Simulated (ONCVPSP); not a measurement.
**Carbon: generating and testing an ONCV potential**

Aim: build the potential from the settings below, then test how well it stands in for the atom: other configurations, scattering, ghost states and the plane-wave cutoff that it needs.

Method: ONCVPSP 4.0.1.1 (patched build), PBE, scalar-relativistic.

## (1) The design

The settings as typed:

```
element                 : carbon (C, Z = 6)
type                    : optimised norm-conserving Vanderbilt (ONCV)
frozen core             : [He]
valence charge          : 4
reference configuration : 2s2 2p2
partial waves           : 2s: rc 0.95 bohr, ncon 5, nbas 8, qcut 8.2 1/bohr, 2 projectors, debl 2.4 Ha; 2p: rc 1.50 bohr, ncon 4, nbas 8, qcut 4.4 1/bohr, 3 projectors, debl 2.8 Ha; d scattering state at 0.35 Ha: rc 1.35 bohr, ncon 3, nbas 6, qcut 6.3 1/bohr, 2 projectors, debl 3.4 Ha
local potential         : polynomial inside 0.70 bohr (lpopt 5, dvloc0 1 Ha)
core correction         : polynomial model core, fcfact 0.75
```

The nodes and maxima of the atom's own shells, from an earlier all-electron run, set the scale for the radii.

All-electron outer shells of the reference configuration (PBE, scalar-relativistic, ld1.x):

| shell | level (eV) | outermost node (bohr) | outermost maximum (bohr) |
| --- | --- | --- | --- |
| 1s | -273.38 | – | 0.17 |
| 2s | -13.75 | 0.38 | 1.22 |
| 2p | -5.29 | – | 1.20 |

## (2) Generating the potential

The input, C.dat:

```
# ATOM AND REFERENCE CONFIGURATION
# atsym  z   nc   nv     iexc    psfile
  C 6.00    1    2        4      upf
#
#   n    l    f
    1    0    2.00
    2    0    2.00
    2    1    2.00
#
# PSEUDOPOTENTIAL AND OPTIMIZATION
# lmax
    2
#
#   l,   rc,      ep,       ncon, nbas, qcut
    0    0.95    0.00    5    8    8.20
    1    1.50    0.00    4    8    4.40
    2    1.35    0.35    3    6    6.30
#
# LOCAL POTENTIAL
# lloc, lpopt,  rc(5),   dvloc0
    4    5    0.70    1.00
#
# VANDERBILT-KLEINMAN-BYLANDER PROJECTORs
# l, nproj, debl
    0    2    2.40
    1    3    2.80
    2    2    3.40
#
# MODEL CORE CHARGE
# icmod, fcfact, rcfact
    1    0.75    0.00
#
# LOG DERIVATIVE ANALYSIS
# epsh1, epsh2, depsh
   -2.00    5.00    0.02
#
# OUTPUT GRID
# rlmax, drl
    6.00    0.01
#
# TEST CONFIGURATIONS
# ncnf
    4
# nvcnf
#   n    l    f
    2
    2    0    2.00
    2    1    1.00
#
    2
    2    0    2.00
    2    1    0.00
#
    2
    2    0    1.00
    2    1    0.00
#
    2
    2    0    1.00
    2    1    3.00
#
```

Run with:

```sh
$ oncvpsp.x < C.dat > C.out
```

What does the calculation give? Wanted: cutoffs for 1 and 0.1 mHa per electron, occupied waves; bound ghosts; GHOST(+) flags; largest test error; largest phase difference near zero energy, channels read; rms error of d²Exc/dn², without and with the model core.

The runs gave:

```
                                                quantity                  value
  cutoffs for 1 and 0.1 mHa per electron, occupied waves       76 Ha and 158 Ha
                                            bound ghosts        s at -187.57 eV
                                          GHOST(+) flags     none at low energy
                            largest test error (AE − PS)  +495 meV, for 2s1 2p0
largest phase difference near zero energy, channels read              0.000 rad
 rms error of d²Exc/dn², without and with the model core      2.04 and 1.60 mHa
```

It has a bound ghost (s), a state that the atom doesn't have, and that rules the file out. By total energies transferability is poor: the largest error is 495 meV on 83.2 eV, for 2s1 2p0. That test lies far up in energy; among those under 40 eV, nearer to bonding, the largest error is 236 meV. The potential is very hard: the looser tolerance needs 76 Ha. At the looser tolerance the 2p wave is the slowest; 2s needs 24 Ha. Near zero energy the phases of the channels with partial waves agree within 0.001 rad. These are tests on the free atom; a crystal test is still owed.
